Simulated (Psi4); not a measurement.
# CCSD/def2-SVP run of C2H3ClSi (SMILES ClC1=C[SiH2]1)

Aim: the vertical singlet–triplet gap of C2H3ClSi at CCSD/def2-SVP, from 2 runs. 

The results are computed with Psi4 1.11.

1 further run of the same task is left out (set aside as unsound or not needed).

**1. The structure to begin with**

The species is C2H3ClSi (7 atoms), meant as a singlet with charge 0. SMILES: `ClC1=C[SiH2]1`. Geometry: relaxed at PBE0-D4/def2-TZVP.

Bond lengths: Cl1–C2 1.700 Å, C2–C3 1.327 Å, C2–Si4 1.804 Å, C3–Si4 1.819 Å, C3–H5 1.082 Å, Si4–H6 1.482 Å, Si4–H7 1.482 Å. Some angles: Cl1–C2–C3 135.8°, Cl1–C2–Si4 155.1°, C3–C2–Si4 69.2°, C2–C3–Si4 67.9°, C2–Si4–C3 43.0°, C2–C3–H5 137.0°, Si4–C3–H5 155.1°, C2–Si4–H6 121.6°, C2–Si4–H7 121.6°, C3–Si4–H6 121.6°.

**2. The energy at CCSD/def2-SVP**

Input file c2h3clsi.dat:

```
memory 2200 MB

molecule mol {
  0 1
  Cl    -1.169200    -2.293300     0.411500
  C     -0.358000    -0.819900     0.163200
  C      0.836800    -0.330000     0.466700
  Si    -0.185900     0.871600    -0.438900
  H      1.727500    -0.673800     0.975600
  H     -0.837800     2.011300     0.248800
  H      0.047800     1.166200    -1.872600
  symmetry c1
  no_reorient
  no_com
}

set globals {
  basis           def2-SVP
  puream          true
  e_convergence   1e-09
  d_convergence   1e-08
  scf_type        pk
  num_frozen_docc 12
}

energy("ccsd")
print_variables()
```

Command:

```
psi4 -i c2h3clsi.dat -o c2h3clsi.out -n 1
```

c2h3clsi.out:

```text
[...]
  Running in c1 symmetry.
[...]
  Nuclear repulsion =  179.922318629891919
[...]
  Multiplicity = 1
[...]
  Nalpha       = 23
  Nbeta        = 23
[...]
    Number of basis functions: 79
[...]
   @RHF iter   1:  -825.47200862499994   -2.29827e-01   3.85000e-03 DIIS/ADIIS
[...]
   @RHF iter  12:  -825.53471411243163   -5.91172e-12   8.72543e-09 DIIS
[...]
    Orbital Energies [Eh]
    ---------------------
    Doubly Occupied:
       1A   -104.800990     2A    -68.780844     3A    -11.292413
       4A    -11.249651     5A    -10.564312     6A     -8.039456
       7A     -8.035844     8A     -8.035610     9A     -6.149966
      10A     -4.261152    11A     -4.260920    12A     -4.259492
      13A     -1.157765    14A     -1.048504    15A     -0.740572
      16A     -0.692993    17A     -0.629035    18A     -0.538010
      19A     -0.536971    20A     -0.489830    21A     -0.436430
      22A     -0.389635    23A     -0.378547
[...]
  @RHF Final Energy:  -825.53471411243163
   => Energetics <=
    Nuclear Repulsion Energy =            179.9223186298919188
    One-Electron Energy =               -1497.3761792816444540
    Two-Electron Energy =                 491.9191465393209910
    Total Energy =                       -825.5347141124316295
[...]
 Multipole Moments:
 ------------------------------------------------------------------------------------
     Multipole            Electronic (a.u.)      Nuclear  (a.u.)        Total (a.u.)
 ------------------------------------------------------------------------------------
 L = 1.  Multiply by 2.5417464519 to convert [e a0] to [Debye]
 Dipole X            :         35.5830888          -35.2787301            0.3043586
 Dipole Y            :         59.4648107          -58.9205268            0.5442839
 Dipole Z            :         -7.6148314            7.5250784           -0.0897530
 Magnitude           :                                                    0.6300276
[...]
      * MP2 total energy                      = -826.021523860581169
[...]
      * CCSD total energy                     = -826.059952776993555
[...]
```

Run time: 15 s. Hardware: 1 thread of Intel Xeon Platinum 8259CL at 2.50GHz (Skylake/Cascade Lake), shared host; peak memory 0.45 GiB.

**3. The triplet**

Input file job.json:

```json
{
  "schema_name": "qcschema_input",
  "schema_version": 1,
  "molecule": {
    "schema_name": "qcschema_molecule",
    "schema_version": 2,
    "symbols": ["Cl", "C", "C", "Si", "H", "H", "H"],
    "geometry": [-2.20946778, -4.33370892, 0.7776223, -0.67652195, -1.54938645, 0.3084033, 1.58132282, -0.62360962, 0.88193518, -0.35130009, 1.64708529, -0.8294008, 3.26450188, -1.27329746, 1.84361681, -1.58321255, 3.80080615, 0.47016386, 0.09032891, 2.20379861, -3.53870114],
    "molecular_charge": 0,
    "molecular_multiplicity": 3,
    "fix_symmetry": "c1"
  },
  "driver": "energy",
  "model": {
    "method": "ccsd",
    "basis": "def2-SVP"
  },
  "keywords": {
    "reference": "uhf",
    "puream": true,
    "e_convergence": 1e-09,
    "d_convergence": 1e-08,
    "scf_type": "pk",
    "num_frozen_docc": 12,
    "maxiter": 100
  }
}
```

Command:

```
psi4 --qcschema job.json -n 1 --memory 2200MB
```

stdout:

```text
[...]
  Running in c1 symmetry.
[...]
  Nuclear repulsion =  179.922318783884947
[...]
  Multiplicity = 3
[...]
  Nalpha       = 24
  Nbeta        = 22
[...]
    Number of basis functions: 79
[...]
   @UHF iter   1:  -825.20572975047821    3.64519e-02   5.43416e-03 ADIIS/DIIS
[...]
   @UHF iter  24:  -825.34051460126648   -4.33147e-11   6.54598e-09 DIIS
[...]
   @S^2 Observed:                2.032094164E+00
[...]
    Orbital Energies [Eh]
    ---------------------
    Alpha Occupied:
       1A   -104.804124     2A    -68.829857     3A    -11.270987
       4A    -11.218431     5A    -10.565435     6A     -8.041906
       7A     -8.037090     8A     -8.036920     9A     -6.197565
      10A     -4.313478    11A     -4.306514    12A     -4.304742
      13A     -1.165456    14A     -1.060749    15A     -0.767100
      16A     -0.713132    17A     -0.634898    18A     -0.580173
      19A     -0.551606    20A     -0.506421    21A     -0.447110
      22A     -0.430406    23A     -0.425658    24A     -0.206284
    Alpha Virtual:
      25A      0.084592    26A      0.166860    27A      0.185274
[...]
  @UHF Final Energy:  -825.34051460126648
   => Energetics <=
    Nuclear Repulsion Energy =            179.9223187838849469
    One-Electron Energy =               -1496.9045869801188928
    Two-Electron Energy =                 491.6417535949674402
    Total Energy =                       -825.3405146012664773
  UHF NO Occupations:
  HONO-2 :   22  A 1.9935484
  HONO-1 :   23  A 1.0000000
[...]
 Multipole Moments:
 ------------------------------------------------------------------------------------
     Multipole            Electronic (a.u.)      Nuclear  (a.u.)        Total (a.u.)
 ------------------------------------------------------------------------------------
 L = 1.  Multiply by 2.5417464519 to convert [e a0] to [Debye]
 Dipole X            :         -2.8217114            2.7853499           -0.0363615
 Dipole Y            :         -4.9111066            5.8962282            0.9851216
 Dipole Z            :          0.7786358           -1.1862244           -0.4075886
 Magnitude           :                                                    1.0667311
[...]
      * MP2 total energy                      = -825.807674830163933
[...]
      * CCSD total energy                     = -825.851139399560338
[...]
```

The result, in JSON:

```text
{
 "driver": "energy",
 "model": {
  "method": "ccsd",
  "basis": "def2-SVP"
 },
 "success": true,
 "return_result": -825.8511393995603,
 "properties": {
  "calcinfo_nbasis": 79,
  "calcinfo_nmo": 79,
  "calcinfo_nalpha": 24,
  "calcinfo_nbeta": 22,
  "calcinfo_natom": 7,
  "nuclear_repulsion_energy": 179.92231878388495,
  "return_energy": -825.8511393995603,
  "scf_one_electron_energy": -1496.904586980119,
  "scf_two_electron_energy": 491.64175359496744,
  "scf_dipole_moment": [-0.0363614902988072, 0.985121611168335, -0.4075885962918824],
  "scf_total_energy": -825.3405146012665,
  "scf_iterations": 24,
  "mp2_same_spin_correlation_energy": -0.11930553303458322,
  "mp2_opposite_spin_correlation_energy": -0.347854695862375,
  "mp2_singles_energy": -1.7665070277843347e-27,
  "mp2_doubles_energy": -0.4671602288969582,
  "mp2_correlation_energy": -0.4671602288969582,
  "mp2_total_energy": -825.8076748301639,
  "ccsd_same_spin_correlation_energy": -0.11272939254274109,
  "ccsd_opposite_spin_correlation_energy": -0.3978954057506727,
  "ccsd_singles_energy": 2.6683971180378412e-17,
  "ccsd_doubles_energy": -0.5106247982934138,
  "ccsd_correlation_energy": -0.5106247982934138,
  "ccsd_total_energy": -825.8511393995603,
  "ccsd_iterations": 54
 }
}
```

Wall time 93 s (1 thread of Intel Xeon Platinum 8259CL at 2.50GHz (Skylake/Cascade Lake), shared host); peak memory 0.46 GiB.

**4. What came out**

Level: CCSD/def2-SVP, 12 core orbitals frozen.

```
                                                           quantity          value
                                              singlet: total energy  -826.05995 Eh
                       singlet: HOMO energy (Hartree–Fock orbitals)      -10.30 eV
                       singlet: LUMO energy (Hartree–Fock orbitals)        3.31 eV
                     singlet: HOMO–LUMO gap (Hartree–Fock orbitals)       13.61 eV
              singlet: correlation energy (12 core orbitals frozen)     -525.2 mEh
                                             singlet: T1 diagnostic          0.013
                                              triplet: total energy  -825.85114 Eh
triplet: HOMO energy (Hartree–Fock orbitals) (highest over α and β)       -5.61 eV
 triplet: LUMO energy (Hartree–Fock orbitals) (lowest over α and β)       -1.68 eV
              triplet: correlation energy (12 core orbitals frozen)     -510.6 mEh
                         triplet: ⟨S²⟩ of the reference determinant          2.032
                                             triplet: T1 diagnostic          0.029
                   vertical energy of the triplet above the singlet       5.682 eV
```

**Reading.** At this shape the triplet lies 5.68 eV (131 kcal/mol) above the singlet.
